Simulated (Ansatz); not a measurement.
Runs of Ansatz 0.2.0 on Ta3AsAu2O13. The typed cell holds 19 atoms: a = 5.887 Å, b = 6.310 Å, c = 7.976 Å, α = 73.43°, β = 76.58°, γ = 69.60°. The cell was built by a generator and needn't be a form met in nature.

```csv
task,level,U,cell,k mesh,hubbard projectors,double counting,points for each segment of the path,gap on the mesh (eV),pressure (GPa),largest force (eV/Å)
projected density of states,PBE+U,"Au d U = 4 eV, Ta d U = 4 eV",as given,5 × 5 × 4,ortho-atomic (the default),fll (the default),-,(a),1.6,(c)
projected density of states,PBE+U,"Au d U = 6 eV, Ta d U = 6 eV",as given,5 × 5 × 4,ortho-atomic (the default),fll (the default),-,1.76,2.6,0.43
relaxation of cell and atoms,PBEsol,-,relaxed,4 × 4 × 3,-,-,-,(b),0.0,-
band structure,PBEsol,-,as given,5 × 5 × 4,-,-,10,1.56,(d),0.43
projected density of states,PBE+U,"Au d U = 2 eV, Ta d U = 2 eV",as given,5 × 5 × 4,ortho-atomic (the default),fll (the default),-,1.71,0.8,0.13
```

Alike in all rows: potentials or basis Ansatz PAW; no spin polarisation; cutoff (eV) 420; smearing fermi-dirac 0.05 eV.

Problem. Estimate the missing entries.

Solution. (a) 1.75; (b) 1.67; (c) 0.26; (d) -5.4.

Caveats: spin-orbit coupling is left out, which moves the levels of the heavy elements; odd divisions of the mesh miss points on the zone boundary, where band edges often lie, so the gap on the mesh can be too wide (some runs); the density of states is complete only up to the lowest level of the last band computed (some runs); the PAW data sets come from PBE, with cores solved anew for the run's functional, which leaves a small shift of forces and pressure (some runs); the plane-wave basis is chosen anew once the cell has moved, so the energies of steps on either side of that aren't comparable (some runs).

A k mesh can miss the band edges, and the runs leave out spin-orbit coupling on As, Au, Ta.
